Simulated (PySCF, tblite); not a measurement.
# C7H8NO radical: geometry, infrared bands and EPR parameters

What infrared bands and EPR parameters should C7H8NO radical (`C#CC(=O)[N]CC1CC1`) show?

Computed with tblite 0.8.0 and PySCF 2.14.0, with density-fitted response routines of our own, on a single molecule in the gas phase. Atoms are numbered from 0 throughout.

### 1 Starting geometry

17 atoms, charge 0, multiplicity 2; geometry from: force field or distance geometry start.

Bonds of the start (Å): C0–C1 1.22, C1–C2 1.43, C2–O3 1.28, C2–N4 1.45, N4–C5 1.47, C5–C6 1.51, C6–C7 1.52, C7–C8 1.50, C8–C6 1.49, C0–H9 1.05, C5–H10 1.11, C5–H11 1.12, C6–H12 1.10, C7–H13 1.12, C7–H14 1.10, C8–H15 1.12, C8–H16 1.11.

### 2 Relaxing the molecule with GFN2-xTB

What the job is given:

```
{"job": {"kind": "relax", "xc": "GFN2-xTB", "basis": "xTB"}, "charge": 0, "multiplicity": 2}
C      4.386200    -0.492300     0.108900
C      3.193500    -0.242600     0.025900
C      1.798100     0.055400    -0.065700
O      1.355400     1.042600    -0.746000
N      0.793400    -0.744500     0.598700
C     -0.411800    -1.023800    -0.196600
C     -1.151200     0.273300    -0.448000
C     -1.581000     0.971800     0.826000
C     -2.593800     0.340200    -0.077900
H      5.414900    -0.691100     0.174400
H     -1.057600    -1.702200     0.393800
H     -0.121800    -1.484700    -1.176900
H     -0.901700     0.883700    -1.333200
H     -1.383400     0.384000     1.753500
H     -1.482200     2.071900     0.852900
H     -3.029200    -0.608100     0.327100
H     -3.234900     0.978400    -0.727700
```

Run with:

```console
OMP_NUM_THREADS=1 python probes_run.py task.json out
```

This one command runs all jobs of the session in turn.

The log of the run:

```text
step      E/eV     max force
  0    -703.34480    3.663
  1    -703.61443    5.273
  2    -703.71815    4.477
  3    -703.87889    1.731
  4    -703.94694    0.688
  5    -704.01889    0.861
  6    -704.06173    0.651
  7    -704.09087    0.431
  8    -704.11337    0.393
  9    -704.13020    0.350
 10    -704.14279    0.313
 11    -704.15669    0.309
 12    -704.17113    0.363
 13    -704.18412    0.324
 14    -704.19360    0.202
 15    -704.20052    0.182
 16    -704.20631    0.196
 17    -704.21167    0.187
 18    -704.21716    0.206
 19    -704.22354    0.210
 20    -704.23082    0.240
 21    -704.23821    0.227
 22    -704.24458    0.182
 23    -704.24918    0.149
 24    -704.25253    0.151
 25    -704.25559    0.144
 26    -704.25915    0.163
 27    -704.26345    0.174
 28    -704.26774    0.172
 29    -704.27109    0.119
 30    -704.27330    0.114
 31    -704.27499    0.102
 32    -704.27664    0.129
 33    -704.27790    0.089
 34    -704.27895    0.101
 35    -704.28002    0.095
 36    -704.28191    0.101
 37    -704.28390    0.165
 38    -704.28654    0.129
 39    -704.28878    0.154
 40    -704.29075    0.153
 41    -704.29299    0.132
 42    -704.29583    0.168
 43    -704.29936    0.141
 44    -704.30238    0.116
 45    -704.30473    0.153
 46    -704.30651    0.098
 47    -704.30817    0.108
 48    -704.30976    0.106
 49    -704.31119    0.151
 50    -704.31234    0.116
 51    -704.31354    0.111
 52    -704.31517    0.113
 53    -704.31672    0.094
 54    -704.31861    0.138
 55    -704.32006    0.105
 56    -704.32141    0.087
 57    -704.32274    0.084
 58    -704.32398    0.090
 59    -704.32489    0.154
 60    -704.32556    0.131
 61    -704.32624    0.072
 62    -704.32703    0.069
 63    -704.32777    0.056
 64    -704.32829    0.050
 65    -704.32872    0.048
 66    -704.32918    0.042
 67    -704.32959    0.055
 68    -704.32987    0.037
 69    -704.33007    0.038
 70    -704.33028    0.045
 71    -704.33062    0.052
 72    -704.33112    0.063
 73    -704.33167    0.053
 74    -704.33210    0.040
 75    -704.33237    0.036
 76    -704.33256    0.039
 77    -704.33274    0.041
 78    -704.33291    0.033
 79    -704.33305    0.025
 80    -704.33317    0.025
 81    -704.33327    0.020
 82    -704.33335    0.019
 83    -704.33339    0.017
 84    -704.33342    0.014
 85    -704.33346    0.013
 86    -704.33349    0.014
 87    -704.33352    0.015
 88    -704.33354    0.010
```

Run time: 1.8 s. Hardware: 1 thread of Intel Xeon at 2.50GHz, shared host; peak memory 0.18 GiB.

The steps of the relaxation: (not every step is listed)

| step | energy from step 0 (eV) | largest force (eV/Å) |
| --- | --- | --- |
| 0 | 0.0000 | 3.6625 |
| 1 | -0.2696 | 5.2734 |
| 2 | -0.3734 | 4.4771 |
| 3 | -0.5341 | 1.7311 |
| 4 | -0.6021 | 0.6882 |
| 5 | -0.6741 | 0.8613 |
| 6 | -0.7169 | 0.6514 |
| 7 | -0.7461 | 0.4311 |
| 8 | -0.7686 | 0.3925 |
| 15 | -0.8557 | 0.1820 |
| 22 | -0.8998 | 0.1816 |
| 29 | -0.9263 | 0.1194 |
| 36 | -0.9371 | 0.1013 |
| 43 | -0.9546 | 0.1407 |
| 50 | -0.9675 | 0.1160 |
| 57 | -0.9779 | 0.0835 |
| 64 | -0.9835 | 0.0504 |
| 71 | -0.9858 | 0.0524 |
| 78 | -0.9881 | 0.0329 |
| 83 | -0.9886 | 0.0167 |
| 84 | -0.9886 | 0.0145 |
| 85 | -0.9887 | 0.0132 |
| 86 | -0.9887 | 0.0144 |
| 87 | -0.9887 | 0.0146 |
| 88 | -0.9887 | 0.0098 |

Distances of close pairs at the start and the end, largest changes first:

| bond | before (Å) | after (Å) | change (Å) |
| --- | --- | --- | --- |
| C2–N4 | 1.446 | 1.311 | -0.135 |
| N4–C5 | 1.471 | 1.402 | -0.069 |
| C8–H15 | 1.119 | 1.080 | -0.039 |
| C2–O3 | 1.278 | 1.240 | -0.038 |
| C7–H13 | 1.116 | 1.080 | -0.036 |
| C8–H16 | 1.114 | 1.079 | -0.035 |
| C7–H14 | 1.105 | 1.079 | -0.026 |
| C0–C1 | 1.221 | 1.199 | -0.022 |

The next job starts from the end point, and lists it.

### 3 Harmonic vibrations with GFN2-xTB

What the job is given:

```
{"job": {"kind": "ir", "xc": "GFN2-xTB", "basis": "xTB"}, "charge": 0, "multiplicity": 2}
C      4.343748    -0.340704     0.366119
C      3.214798    -0.270837    -0.032683
C      1.886880    -0.145789    -0.566899
O      1.589445     0.581952    -1.525381
N      0.967565    -0.877222     0.014310
C     -0.399669    -0.976145    -0.279342
C     -1.130796     0.348637    -0.276048
C     -1.668430     0.936143     0.995326
C     -2.608122     0.374019    -0.024173
H      5.324894    -0.417621     0.733136
H     -0.816710    -1.623056     0.503514
H     -0.551235    -1.497732    -1.239389
H     -0.708013     1.034513    -1.001995
H     -1.517400     0.385322     1.911526
H     -1.621959     2.006569     1.121138
H     -3.101676    -0.561036     0.195649
H     -3.210316     1.055017    -0.605792
```

The log of the run:

```text
mode    cm-1     km/mol
  1      44.6      0.25
  2      57.3      1.94
  3      87.0      1.17
  4     124.4      6.23
  5     172.7      6.46
  6     229.3      6.71
  7     275.5      8.67
  8     339.3      4.02
  9     377.8     20.07
 10     516.1     22.41
 11     524.9      2.06
 12     566.3      4.39
 13     678.1     12.86
 14     688.2     26.91
 15     784.3      7.68
 16     799.4      9.80
 17     822.2     13.12
 18     871.4      1.72
 19     898.8     33.43
 20     975.4      8.75
 21    1017.3     21.03
 22    1059.3     34.84
 23    1065.7      2.34
 24    1082.4     40.41
 25    1095.8      5.18
 26    1131.1     45.77
 27    1149.5      2.13
 28    1178.2      7.32
 29    1223.0      4.54
 30    1257.0      1.67
 31    1359.7      4.61
 32    1376.1      8.07
 33    1437.0      1.54
 34    1454.0    107.12
 35    1484.1      2.47
 36    1510.9    155.00
 37    2255.5     39.67
 38    2826.8     24.36
 39    2897.3      3.16
 40    3038.7      5.37
 41    3087.7     20.70
 42    3090.4     11.65
 43    3097.4     14.45
 44    3113.0     38.26
 45    3380.7      5.17
```

Run time: 1.8 s. Hardware: 1 thread of Intel Xeon at 2.50GHz, shared host; peak memory 0.18 GiB.

Which atoms move in the most intense modes:

| cm⁻¹ | km/mol | atoms |
| --- | --- | --- |
| 899 | 33.4 | H10 15 %, H16 14 %, C5 12 % |
| 1059 | 34.8 | H13 35 %, H16 17 %, H12 16 %, C7 12 % |
| 1082 | 40.4 | H14 24 %, H12 16 %, C5 13 %, C2 11 % |
| 1131 | 45.8 | C5 26 %, H11 21 %, N4 16 %, C2 12 % |
| 1454 | 107.1 | N4 45 %, C2 37 % |
| 1511 | 155.0 | C2 61 %, O3 36 % |
| 2256 | 39.7 | C1 58 %, C0 32 % |
| 3113 | 38.3 | H14 46 %, H16 19 %, H13 14 %, H15 11 % |

### 4 g tensor and hyperfine couplings: B3LYP/pcH-1

Settings changed since step 3:

```diff
@@ -1,2 +1,2 @@
-{"job": {"kind": "ir", "xc": "GFN2-xTB", "basis": "xTB"}, "charge": 0, "multiplicity": 2}
+{"job": {"kind": "epr", "basis": "pcH-1"}, "charge": 0, "multiplicity": 2}
 C      4.343748    -0.340704     0.366119
```

Method: UKS B3LYP, pcH-1 on C H N O, non-relativistic, mean-field spin-orbit, GIAO.

The log of the run:

```text
UKS, coarse grid
  cycle   1  E = -401.19628279  |g| = 6.68e-01
  cycle   2  E = -399.77828453  |g| = 1.83e+00
  cycle   3  E = -401.30581342  |g| = 4.03e-01
  cycle   4  E = -401.37657209  |g| = 1.35e-01
  cycle   5  E = -401.38315756  |g| = 5.98e-02
  cycle   6  E = -401.38459865  |g| = 2.31e-02
  cycle   7  E = -401.38477990  |g| = 1.44e-02
  cycle   8  E = -401.38487182  |g| = 6.32e-03
  cycle   9  E = -401.38489564  |g| = 1.98e-03
  cycle  10  E = -401.38490179  |g| = 1.02e-03
  cycle  11  E = -401.38490551  |g| = 7.57e-04
UKS, final grid
  cycle   1  E = -401.38487307  |g| = 1.43e-03
  cycle   2  E = -401.38486758  |g| = 4.76e-03
  cycle   3  E = -401.38487733  |g| = 5.89e-04
  cycle   4  E = -401.38487875  |g| = 5.50e-04
  cycle   5  E = -401.38488745  |g| = 5.91e-04
  cycle   6  E = -401.38490239  |g| = 4.92e-04
  cycle   7  E = -401.38490871  |g| = 4.31e-04
  cycle   8  E = -401.38491283  |g| = 3.59e-04
  cycle   9  E = -401.38491957  |g| = 2.63e-04
  cycle  10  E = -401.38492037  |g| = 1.65e-04
  cycle  11  E = -401.38492043  |g| = 1.36e-04
  cycle  12  E = -401.38492064  |g| = 1.09e-04
  cycle  13  E = -401.38492063  |g| = 4.74e-05
  cycle  14  E = -401.38492065  |g| = 3.55e-05
  cycle  15  E = -401.38492067  |g| = 2.49e-05
  cycle  16  E = -401.38492067  |g| = 9.43e-06
E = -401.38492067 Eh   <S^2> = 0.7560 (exact 0.7500)
g shifts (ppm)      1          2          3
  rmc          -257       -257       -257
  gc             43         39         11
  oz_so       -1391       3301      24965
  total       -1592       3083      24732
hyperfine (MHz)  atom isotope    a_iso     a_fc   dipolar eigenvalues
    0   13C       1.65       1.65     -5.01     -2.02      7.03
    1   13C     -12.31     -12.31     -0.83     -0.53      1.36
    2   13C      -4.80      -4.80    -13.25     -2.13     15.38
    3   17O     -12.36     -12.36   -101.91     49.33     52.59
    4   14N      58.91      58.91    -32.45    -27.93     60.39
    5   13C      -4.32      -4.32     -7.02     -4.42     11.44
    6   13C       1.62       1.62     -3.53     -2.70      6.23
    7   13C       0.82       0.82     -0.65     -0.38      1.02
    8   13C      -0.48      -0.48     -0.95     -0.81      1.76
    9    1H      -2.38      -2.38     -2.27     -0.38      2.65
   10    1H     102.46     102.46     -7.61     -5.68     13.29
   11    1H      52.99      52.99     -4.72     -2.52      7.23
   12    1H       5.45       5.45     -4.76     -0.07      4.83
   13    1H       3.75       3.75     -1.66     -1.35      3.01
   14    1H      -0.29      -0.29     -1.02     -0.96      1.98
   15    1H      -0.42      -0.42     -1.35     -0.74      2.08
   16    1H       2.04       2.04     -1.16     -0.44      1.60
```

Run time: 4.5 min. Hardware: 1 thread of Intel Xeon at 2.50GHz, shared host; peak memory 1.1 GiB.

Principal g values 2.00073, 2.00540, 2.02705; g(iso) = 2.01106, against 2.00232 for a free electron.

Mean a(iso) over the nuclei that a row names, and the largest dipolar term of the row (other rows stand at the frozen geometry):

| nuclei | isotope | a(iso) (MHz) | a(iso) (G, at g = 2.0023) | largest dipolar term (MHz) |
| --- | --- | --- | --- | --- |
| H10, H11 | 1H | 77.7 | 27.7 | 13.3 |
| N4 | 14N | 58.9 | 21.0 | 60.4 |
| O3 | 17O | -12.4 | -4.4 | -101.9 |
| C1 | 13C | -12.3 | -4.4 | 1.4 |
| H12 | 1H | 5.4 | 1.9 | 4.8 |
| C2 | 13C | -4.8 | -1.7 | 15.4 |
| C5 | 13C | -4.3 | -1.5 | 11.4 |
| H9 | 1H | -2.4 | -0.8 | 2.6 |
| H13, H15 | 1H | 1.7 | 0.6 | 3.0 |
| C0 | 13C | 1.7 | 0.6 | 7.0 |
| C6 | 13C | 1.6 | 0.6 | 6.2 |
| H14, H16 | 1H | 0.9 | 0.3 | 2.0 |
| C7, C8 | 13C | 0.2 | 0.1 | 1.8 |

Mulliken spin populations:

C0 0.03; C1 -0.01; C2 -0.04; O3 0.29; N4 0.65; C5 -0.02; C6 0.03; C7 0.00; C8 0.01; H9 0.00; H10 0.04; H11 0.03; H12 0.00; H13 0.00; H14 0.00; H15 0.00; H16 0.00

In first order the couplings over 0.8 MHz of 1H, 14N give 324 distinct lines over 102.1 G, if the averaged nuclei exchange fast.

Orbitals, density, ELF and potential are computed afterwards from the orbital file.

ELF in a plane through or near 6 of the atoms.

Ten even steps from ' ' (0.00) to '@' (0.99):
```
                                                        
                                                        
                                                        
                                ==++..                  
                              ::%%@@++                  
            ..::::            ==@@@@**                  
      ::++====++==::        ..==%%%%++..                
      %%@@@@**####++        ::**..::##--..              
    ..@@@@@@--####**::--==  --%%++**@@++..              
      %%@@@@####::**==**##::--******++++::              
      ..++****%%==##--%%++####%%==++++%%--              
        ..==**##**====%%--%%::%%--++@@@@++              
          ::==++--..==%%##**::==..::%%@@++              
            ....    ::++::++@@##    --++..              
                      ..  **@@@@                        
                          **@@%%                        
                          ::##--                        
                                                        
                                                        
                                                        
```
The map spans 15.8 Å across and 9.3 Å up, centred on the molecule. Atoms in the plane (x, y in Å): C0 (-4.3, 0.4), C1 (-3.2, 0.1), N4 (-1.1, -0.6), C5 (0.3, -1.0), C7 (1.8, 1.1), H9 (-5.3, 0.7).

log10 of the density (e/Å³) in the same plane.

Ten even steps from '0' (-4.0) to '9' (1.5):
```
0000000000000000000000000000
0000000000000000000000000000
0000000000000001221000000000
0000000000000012333200000000
0000112221000124554210000000
0001233333211235665320000000
0013445544322246776431000000
0024666665444356886542100000
0024678776555456777643100000
0024679877666567777653200000
0013566777778777677753200000
0012455666678787667653100000
0001344555677796556643100000
0000123333455676444432000000
0000011222344575433321000000
0000000000123454321100000000
0000000000012333210000000000
0000000000001222100000000000
0000000000000000000000000000
0000000000000000000000000000
```
The map spans 15.8 Å across and 9.3 Å up, centred on the molecule. Atoms in the plane (x, y in Å): C0 (-4.3, 0.4), C1 (-3.2, 0.1), N4 (-1.1, -0.6), C5 (0.3, -1.0), C7 (1.8, 1.1), H9 (-5.3, 0.7).

On the surface of density 0.002 e/bohr³ the electrostatic potential runs, from the 1st to the 99th percentile, from -1.49 V near O3 to 1.70 V near H9.

The spin density lies nearest to N4 55 %; O3 26 %.

### 5 Results

| quantity | value |
| --- | --- |
| strongest single infrared mode (GFN2-xTB) | 1511 cm⁻¹, 155 km/mol |
| zero-point energy (GFN2-xTB) | 80.8 kcal/mol |
| g(iso) (B3LYP) | 2.01106 |
| ⟨S²⟩ | 0.756 (exact 0.75) |
| largest a(iso) (averaged by class) | 1H on H10, H11, 77.7 MHz |
| surface potential, 1st and 99th percentile | -1.49 V and 1.70 V |

In words: The optimisation took 88 steps and gained 0.989 eV; among the close pairs (by a distance rule), C2–N4 changed most, from 1.446 to 1.311 Å. No mode is imaginary among the 45: a minimum at this level. The strongest single mode, at 1511 cm⁻¹, moves mainly C2 and O3. GFN2-xTB is a fitted tight-binding method: band positions and strengths are rough. Its intensities can rank the bands wrongly. The largest share of the spin, 0.65 e, sits on N4. The isotropic g lies 8.7 ppt above the free-electron value.
